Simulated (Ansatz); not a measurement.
# GeN+ (singlet): the correlation ladder at distance Ge1–N2 = 3.083 Å, 6-31G

How much of the correlation energy of GeN+ (singlet) does each wave-function method recover here?

Computed with Ansatz 0.2.0, Gaussian basis. Level: 6-31G, core rule «outside noble gas», up to 15 orbitals frozen.

Plan: UHF; CCSD(T) on RHF; CCSD(T) on UHF; BCCD(T) on RHF; CISD; CCSDT(Q) on RHF; CCSDT(Q) on UHF; CCSDTQ on RHF; CASSCF and MRCISD+Q, 2 electrons in 2 orbitals; CASSCF and NEVPT2, 2 electrons in 2 orbitals; CASSCF and MRCISD+Q, 8 electrons in 8 orbitals; CASSCF and NEVPT4(SD), 8 electrons in 8 orbitals; CASSCF and NEVPT2, 8 electrons in 8 orbitals; Full CI.

37 further runs of the same task are left out: 5 for a known fault of the program, 1 for a mislabelled method, 29 that didn't finish, 2 set aside as unsound or not needed.

## (1) The geometry

The geometry derives from a PBE0/def2-TZVP stationary point (not a proven minimum). One bond is set to the value named and the two fragments are kept rigid. No spin-orbit coupling is included. The filled d shell of Ge may be among the frozen orbitals whatever the setting's name suggests; the logs give the count.

2 atoms, charge 1, spin multiplicity 1.

Atoms are counted from 1 here; the program's logs count them from 0.

No contacts short enough for the rule that draws bonds.

## (2) UHF

Input file in.yaml:

```yaml
crystal:
  periodic: [false, false, false]
  atoms:
    - {symbol: Ge, position_ang: [0.000000, 0.000000, 0.000000]}
    - {symbol: N, position_ang: [0.000000, 0.000000, 3.083000]}
basis:
  gaussian: {orbitals: 6-31G}
total_charge: 1
magnetization: {spin_polarized: true, initial_magnetization: 0}
hamiltonian: {xc: hf}
output: {orbitals: {seedname: orbitals}}
```

Command:

```bash
$ ansatz run in.yaml --threads 1 --pin off --events-out ev --progress --plain --max-ram 2393MiB
```

After this run come: CCSD(T) on RHF; CCSD(T) on UHF; BCCD(T) on RHF; CISD; CCSDT(Q) on RHF; CCSDT(Q) on UHF; CCSDTQ on RHF; CASSCF and MRCISD+Q, 2 electrons in 2 orbitals; CASSCF and NEVPT2, 2 electrons in 2 orbitals; CASSCF and MRCISD+Q, 8 electrons in 8 orbitals; CASSCF and NEVPT4(SD), 8 electrons in 8 orbitals; CASSCF and NEVPT2, 8 electrons in 8 orbitals; Full CI.

Before running them: what should the planned runs give, taken together? Wanted: FCI below the RHF energy; RMP2 from FCI; RCCSD from FCI; RCCSD(T) from FCI; RCCSDT(Q) from FCI; T1 diagnostic; effectively unpaired electrons.

**Answer**, as computed:

```
                         quantity               value
         FCI below the RHF energy          -5.6793 eV
                    RMP2 from FCI         +2077.4 meV
                   RCCSD from FCI          +572.3 meV
                RCCSD(T) from FCI          +270.3 meV
               RCCSDT(Q) from FCI           -34.4 meV
levels within 1 kcal/mol (43 meV)  RCCSDT(Q), RCCSDTQ
                    T1 diagnostic               0.046
   effectively unpaired electrons                2.90
```

**Reading.** RCCSD(T) lands +270.3 meV from the yardstick (4.8 % of the correlation energy). RCCSDT(Q) falls below full CI, which methods that aren't variational can do. With 2.9 effectively unpaired electrons against 0 the state is strongly multireference. These misses are within one basis, not against nature.
